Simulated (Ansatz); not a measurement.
# Selenium, diamond under LDA: ground state and equation of state

Aim: take selenium in the diamond structure, relax it, solve it on a dense k-mesh, switch on spin-orbit coupling, then scale the cell to 7 volumes from 88 to 112 % of the relaxed one and try a fit of the equation of state. The k-meshes are 9×9×9 for the relaxation; 15×15×15 for the dense run; 9×9×9 for spin-orbit coupling; 10×10×10 for the volumes.

Computed with Ansatz 0.2.0 (DFT LDA (PW92), plane waves (420 eV) with PAW, scalar-relativistic; PBE-made PAW files, unless a step says otherwise).

### 1 The system as given

It takes space group Fd-3m (No. 227, cubic). Conventional cell: a = 6.176 Å, b = 6.176 Å, c = 6.176 Å, α = 90.00°, β = 90.00°, γ = 90.00°. Se (site symmetry -43m) has 4 Se at 2.67 Å as nearest neighbours.

As a file:

```cif
data_structure
_symmetry_space_group_name_H-M 'Fd-3m:1'
_symmetry_Int_Tables_number 227
_cell_length_a 6.1757
_cell_length_b 6.1757
_cell_length_c 6.1757
_cell_angle_alpha 90.000
_cell_angle_beta 90.000
_cell_angle_gamma 90.000
_cell_volume 235.53
loop_
_atom_site_label
_atom_site_type_symbol
_atom_site_symmetry_multiplicity
_atom_site_Wyckoff_symbol
_atom_site_fract_x
_atom_site_fract_y
_atom_site_fract_z
_atom_site_occupancy
Se1 Se 8 b 0.75000 0.75000 0.75000 1
```

### 2 Relaxation of the cell

input.yaml

```yaml
crystal:
  lattice:
    - [0.0, 3.0878327507, 3.0878327507]
    - [3.0878327507, 0.0, 3.0878327507]
    - [3.0878327507, 3.0878327507, 0.0]
  atoms:
    - { symbol: Se, position: [0.125, 0.125, 0.125] }
    - { symbol: Se, position: [0.875, 0.875, 0.875] }
hamiltonian:
  xc: lda
  pseudopotentials:
    kind: paw
    azcp:
      Se: "pseudopotentials/Se.paw.azcp"
basis:
  ecutwfc: 420
  fft_grid_basis: typed
kpoints:
  mp_grid: { grid: [9, 9, 9], shift: [0, 0, 0] }
magnetization:
  spin_polarized: false
scf:
  occupations: { method: fermi_dirac, width: 0.1 }
relax:
  max_steps: 60
  f_tol: 0.01
  cell: {}
```

On the command line:

```sh
$ ansatz run input.yaml --threads 2 --pin off --max-ram 5120MiB --backend cpu --events-out ev --progress --plain --runs-dir out
```

The runs that follow: The energy on a finer k-mesh; Spin-orbit coupling switched on; The cell scaled to 88 % of its volume; The cell scaled to 92 % of its volume; The cell scaled to 96 % of its volume; The cell scaled to 100 % of its volume; The cell scaled to 104 % of its volume; The cell scaled to 108 % of its volume; The cell scaled to 112 % of its volume.

What does the calculation give? Wanted: space group; conventional cell; volume; shortest distance; gap on the mesh; relative to trigonal; V₀, B₀, B₀′.

The runs gave:

| quantity | value |
| --- | --- |
| space group (spins left aside) | Fd-3m (No. 227) |
| conventional cell | a = 6.168 Å |
| volume | 29.335 Å³/atom |
| shortest distance | 2.671 Å |
| gap on the mesh | none (levels filled in part) |
| relative to trigonal (grey) selenium | +556 meV/atom |
| V₀, B₀, B₀′ | 29.332 Å³/atom, 47 GPa, 4.1 |

From the guessed start the volume shrank by 0.4 % in 3 steps. Against the reference form of selenium (trigonal (grey) selenium, computed apart with the same settings) it stands 556 meV/atom higher, so it is far from stable. No gap shows: it is a metal or semimetal at this level. Totals with and without spin-orbit coupling (-0.16 eV/atom apart) can't be read as binding, since the two-component data shift the zero of energy. B₀ comes out at 47 GPa. Relaxation kept the symmetry; phonons were not checked.
